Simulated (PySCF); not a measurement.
# C2H8BOSi− (SMILES C=C[BH2-]O[SiH3]): levels of theory compared

Aim: a comparison of 4 runs (HF/STO-3G, HF/3-21G, HF/def2-SVP, PBE0/def2-SVP) of C2H8BOSi−. 

Program for the calculation: PySCF 2.14.0.

## (1) The structure to begin with

C2H8BOSi−: 13 atoms, total charge -1, spin state singlet. As SMILES, `C=C[BH2-]O[SiH3]`. The coordinates come from a GFN2-xTB relaxation. This is one conformer, not always the lowest.

Bond lengths: C1–C2 1.324 Å, C2–B3 1.613 Å, B3–O4 1.503 Å, O4–Si5 1.554 Å, C1–H6 1.082 Å, C1–H7 1.089 Å, C2–H8 1.092 Å, B3–H9 1.221 Å, B3–H10 1.212 Å, Si5–H11 1.488 Å, Si5–H12 1.484 Å, Si5–H13 1.488 Å. Some angles: C1–C2–B3 127.6°, C2–B3–O4 110.4°, B3–O4–Si5 145.6°, C1–C2–H8 116.7°, B3–C2–H8 115.7°, C2–C1–H6 121.2°, C2–C1–H7 124.2°, C2–B3–H9 108.9°, C2–B3–H10 112.1°, O4–B3–H9 107.7°.

## (2) Energy and forces at HF/STO-3G (run 1)

job.py reads:

```python
from pyscf import gto

molecule = gto.M(
    atom='''
C   -1.661920   1.661210   0.871120
C   -0.817270   0.683750   0.580930
B    0.721670   0.819130   0.117580
O    1.131140  -0.379090  -0.691580
Si   0.916570  -1.899840  -0.928450
H   -1.369130   2.698890   0.781620
H   -2.684840   1.505390   1.211870
H   -1.191050  -0.336600   0.689230
H    1.432320   0.856810   1.109310
H    0.905190   1.794320  -0.578690
H   -0.416910  -2.300710  -1.452190
H    1.908300  -2.308890  -1.953380
H    1.125910  -2.794380   0.242610
''',
    verbose=4,
    charge=-1,
    max_memory=1860,
    basis='sto-3g',
)

mf = molecule.RHF()
mf.conv_tol = 1e-10
mf.kernel()
if not mf.converged:
    mf = mf.newton().run(mf.mo_coeff, mf.mo_occ)

energy = mf.e_tot
print(f'total energy: {energy:.8f} hartree')
grad = mf.nuc_grad_method().kernel()
mf.analyze()
```

On the command line:

```sh
$ OMP_NUM_THREADS=1 python job.py
```

The program printed:

```text
PySCF version 2.14.0

[... 67 lines left out ...]
converged SCF energy = -463.168387593275
[... 15 lines left out ...]
One-electron Energy =                -1061.498726500527482
[... 5 lines left out ...]
MO #1   energy= -67.8152452219476  occ= 2
[... 3 lines left out ...]
MO #5   energy= -7.08455548753923  occ= 2
[... 3 lines left out ...]
MO #9   energy= -3.82180806524621  occ= 2
[... 3 lines left out ...]
MO #13  energy= -0.494484666060327 occ= 2
[... 3 lines left out ...]
MO #17  energy= -0.278335476374088 occ= 2
[... 3 lines left out ...]
MO #21  energy= -0.166252701395776 occ= 2
[... 3 lines left out ...]
MO #25  energy= 0.542015704150824  occ= 0
[... 3 lines left out ...]
MO #29  energy= 0.76471313034626   occ= 0
[... 3 lines left out ...]
MO #33  energy= 1.00214317056256   occ= 0
[... 3 lines left out ...]
MO #37  energy= 1.27219501161648   occ= 0
[... 18 lines left out ...]
pop of  3 O 2s            1.60124
pop of  3 O 2px           1.81478
pop of  3 O 2py           1.26158
pop of  3 O 2pz           1.75780
pop of  4 Si 1s           2.00000
pop of  4 Si 2s           1.99986
pop of  4 Si 3s           1.04569
pop of  4 Si 2px          1.99898
pop of  4 Si 2py          1.99920
pop of  4 Si 2pz          1.99901
pop of  4 Si 3px          0.77193
pop of  4 Si 3py          0.68090
pop of  4 Si 3pz          0.77286
pop of  5 H 1s            1.00463
pop of  6 H 1s            1.02052
pop of  7 H 1s            1.01888
pop of  8 H 1s            1.16134
pop of  9 H 1s            1.15439
pop of  10 H 1s           1.21515
pop of  11 H 1s           1.21346
pop of  12 H 1s           1.21582
 ** Mulliken atomic charges  **
charge of    0C =     -0.16977
charge of    1C =     -0.06477
charge of    2B =     -0.05756
charge of    3O =     -0.43529
charge of    4Si =      0.73157
charge of    5H =     -0.00463
charge of    6H =     -0.02052
charge of    7H =     -0.01888
charge of    8H =     -0.16134
charge of    9H =     -0.15439
charge of   10H =     -0.21515
charge of   11H =     -0.21346
charge of   12H =     -0.21582

WARN: System has nonzero charge -1; the dipole moment is origin-dependent.
Location of origin: [0. 0. 0.]

Dipole moment(X, Y, Z, Debye): -2.43508, -2.35776,  0.17250
```

It took 3.6 s on 1 thread of Intel Xeon at 2.70GHz, shared host; peak memory 0.12 GiB.

## (3) Energy and gradient at HF/3-21G (run 2)

input.py reads:

```python
# C=C[BH2-]O[SiH3]
import pyscf.grad
from pyscf import gto, scf

mol = gto.M(
    atom='''
C   -1.661920   1.661210   0.871120
C   -0.817270   0.683750   0.580930
B    0.721670   0.819130   0.117580
O    1.131140  -0.379090  -0.691580
Si   0.916570  -1.899840  -0.928450
H   -1.369130   2.698890   0.781620
H   -2.684840   1.505390   1.211870
H   -1.191050  -0.336600   0.689230
H    1.432320   0.856810   1.109310
H    0.905190   1.794320  -0.578690
H   -0.416910  -2.300710  -1.452190
H    1.908300  -2.308890  -1.953380
H    1.125910  -2.794380   0.242610
''',
    basis='3-21g',
    spin=0,
    verbose=4,
    max_memory=1860,
    charge=-1,
)

mf = scf.RHF(mol)
mf.conv_tol = 1e-10
mf.kernel()
if not mf.converged:
    mf = mf.newton().run(mf.mo_coeff, mf.mo_occ)

etot = mf.e_tot
print('E = %.10f Eh' % etot)
grad = mf.Gradients().kernel()
mf.analyze()
```

On the command line:

```sh
$ OMP_NUM_THREADS=1 python input.py
```

The program printed:

```text
PySCF version 2.14.0

[... 83 lines left out ...]
Total Energy =                        -466.370614618871741
[... 8 lines left out ...]
MO #2   energy= -20.2218868714887  occ= 2
[... 6 lines left out ...]
MO #9   energy= -4.0659038236169   occ= 2
[... 6 lines left out ...]
MO #16  energy= -0.391331956616929 occ= 2
[... 6 lines left out ...]
MO #23  energy= -0.196980350198435 occ= 2
[... 6 lines left out ...]
MO #30  energy= 0.47493807212666   occ= 0
[... 6 lines left out ...]
MO #37  energy= 0.657414409567806  occ= 0
[... 6 lines left out ...]
MO #44  energy= 1.04911852327302   occ= 0
[... 6 lines left out ...]
MO #51  energy= 1.49076609354567   occ= 0
[... 6 lines left out ...]
MO #58  energy= 1.65548662563978   occ= 0
[... 6 lines left out ...]
MO #65  energy= 3.54239610030135   occ= 0
[... 46 lines left out ...]
pop of  4 Si 3py          0.55473
pop of  4 Si 3pz          0.80009
pop of  4 Si 4px          0.01497
pop of  4 Si 4py          0.01244
pop of  4 Si 4pz          0.01344
pop of  5 H 1s            0.92869
pop of  5 H 2s            0.00827
pop of  6 H 1s            0.94849
pop of  6 H 2s            0.00714
pop of  7 H 1s            0.94932
pop of  7 H 2s            0.00727
pop of  8 H 1s            1.11687
pop of  8 H 2s            0.00165
pop of  9 H 1s            1.10663
pop of  9 H 2s            0.00137
pop of  10 H 1s           1.19401
pop of  10 H 2s           0.00464
pop of  11 H 1s           1.18482
pop of  11 H 2s           0.00274
pop of  12 H 1s           1.19535
pop of  12 H 2s           0.00478
 ** Mulliken atomic charges  **
charge of    0C =     -0.29007
charge of    1C =     -0.13190
charge of    2B =     -0.04358
charge of    3O =     -0.70273
charge of    4Si =      0.83031
charge of    5H =      0.06305
charge of    6H =      0.04437
charge of    7H =      0.04340
charge of    8H =     -0.11852
charge of    9H =     -0.10800
charge of   10H =     -0.19865
charge of   11H =     -0.18756
charge of   12H =     -0.20013

WARN: System has nonzero charge -1; the dipole moment is origin-dependent.
Location of origin: [0. 0. 0.]

Dipole moment(X, Y, Z, Debye): -2.84633, -2.25458,  0.43478
```

Run time: 5.4 s. Hardware: 1 thread of Intel Xeon at 2.70GHz, shared host; peak memory 0.14 GiB.

Run 3 isn't shown in full; the table further down has it.

## (4) Energy and gradient at PBE0/def2-SVP (run 4)

input.py reads:

```python
import pyscf.grad
from pyscf import gto, dft

system = gto.M(
    atom=[
    ('C', (-1.661920, 1.661210, 0.871120)),
    ('C', (-0.817270, 0.683750, 0.580930)),
    ('B', (0.721670, 0.819130, 0.117580)),
    ('O', (1.131140, -0.379090, -0.691580)),
    ('Si', (0.916570, -1.899840, -0.928450)),
    ('H', (-1.369130, 2.698890, 0.781620)),
    ('H', (-2.684840, 1.505390, 1.211870)),
    ('H', (-1.191050, -0.336600, 0.689230)),
    ('H', (1.432320, 0.856810, 1.109310)),
    ('H', (0.905190, 1.794320, -0.578690)),
    ('H', (-0.416910, -2.300710, -1.452190)),
    ('H', (1.908300, -2.308890, -1.953380)),
    ('H', (1.125910, -2.794380, 0.242610)),
],
    verbose=3,
    max_memory=1860,
    basis='def2-svp',
    charge=-1,
)

mf = dft.RKS(system, xc='pbe0')
mf.grids.level = 5
mf.conv_tol = 1e-10
mf.kernel()
if not mf.converged:
    mf = mf.newton().run(mf.mo_coeff, mf.mo_occ)

e_tot = mf.e_tot
print(f'total energy: {e_tot:.8f} hartree')
grad = mf.Gradients().kernel()
dip = mf.dip_moment()
pop, q = mf.mulliken_pop()
```

On the command line:

```sh
$ OMP_NUM_THREADS=1 python input.py
```

The program printed:

```text
converged SCF energy = -470.080648413096
total energy: -470.08064841 hartree
--------------- RKS gradients ---------------
         x                y                z
0 C     0.0126294948    -0.0049188316    -0.0034596923
1 C    -0.0170546690     0.0024904522     0.0059440657
2 B     0.0057835650     0.0122846559     0.0030146324
[... 9 lines of this table left out ...]
12 H    -0.0017052634     0.0064230997    -0.0076162666
----------------------------------------------

WARN: System has nonzero charge -1; the dipole moment is origin-dependent.
Location of origin: [0. 0. 0.]

Dipole moment(X, Y, Z, Debye): -2.52844, -1.53835,  0.41349
[... 89 lines left out ...]
pop of  7 H 2pz           0.00490
pop of  8 H 1s            0.73734
pop of  8 H 2s            0.44407
pop of  8 H 2px           0.00365
pop of  8 H 2py           0.00123
pop of  8 H 2pz           0.00557
pop of  9 H 1s            0.74298
pop of  9 H 2s            0.43631
pop of  9 H 2px           0.00183
pop of  9 H 2py           0.00513
pop of  9 H 2pz           0.00355
pop of  10 H 1s           0.74684
pop of  10 H 2s           0.42704
pop of  10 H 2px          0.00604
pop of  10 H 2py          0.00113
pop of  10 H 2pz          0.00176
pop of  11 H 1s           0.74797
pop of  11 H 2s           0.42672
pop of  11 H 2px          0.00372
pop of  11 H 2py          0.00084
pop of  11 H 2pz          0.00385
pop of  12 H 1s           0.74653
pop of  12 H 2s           0.42892
pop of  12 H 2px          0.00110
pop of  12 H 2py          0.00306
pop of  12 H 2pz          0.00480
 ** Mulliken atomic charges  **
charge of    0C =     -0.15753
charge of    1C =     -0.06271
charge of    2B =      0.08470
charge of    3O =     -0.39728
charge of    4Si =      0.53589
charge of    5H =     -0.00973
charge of    6H =     -0.03264
charge of    7H =     -0.02871
charge of    8H =     -0.19186
charge of    9H =     -0.18980
charge of   10H =     -0.18282
charge of   11H =     -0.18311
charge of   12H =     -0.18441
```

Wall time 55 s (1 thread of Intel Xeon at 2.70GHz, shared host); peak memory 1.2 GiB.

## (5) All runs side by side

| run | level | integration grid | energy (Eh) | HOMO energy (eV) | LUMO energy (eV) | HOMO–LUMO gap (eV) | wall time |
| --- | --- | --- | --- | --- | --- | --- | --- |
| 1 | HF/STO-3G | – | -463.168388 | -1.29 | 14.75 | 16.04 | 3.6 s |
| 2 | HF/3-21G | – | -466.370615 | -4.17 | 9.06 | 13.23 | 5.4 s |
| 3 | HF/def2-SVP | – | -468.688901 | -4.48 | 8.90 | 13.38 | 14 s |
| 4 | PBE0/def2-SVP | 5 | -470.080648 | -1.60 | 5.30 | 6.90 | 55 s |

## (6) Summary of results

| quantity | value |
| --- | --- |
| run 4: total energy | -470.08065 Eh |
| run 4: HOMO energy | -1.60 eV |
| run 4: LUMO energy | 5.30 eV |
| run 4: HOMO–LUMO gap (to an unbound level, set by the basis) | 6.90 eV |
| run 4: largest force on an atom | 1.922 eV/Å |

In words: The HOMO–LUMO gap runs from 6.90 eV (PBE0/def2-SVP) to 16.04 eV (HF/STO-3G). The two ends differ in method and basis. The empty levels of an anion lie above zero and hang on the basis. In run 1 the basis is minimal, so the values are rough. All runs together took 78 s, the longest 55 s.
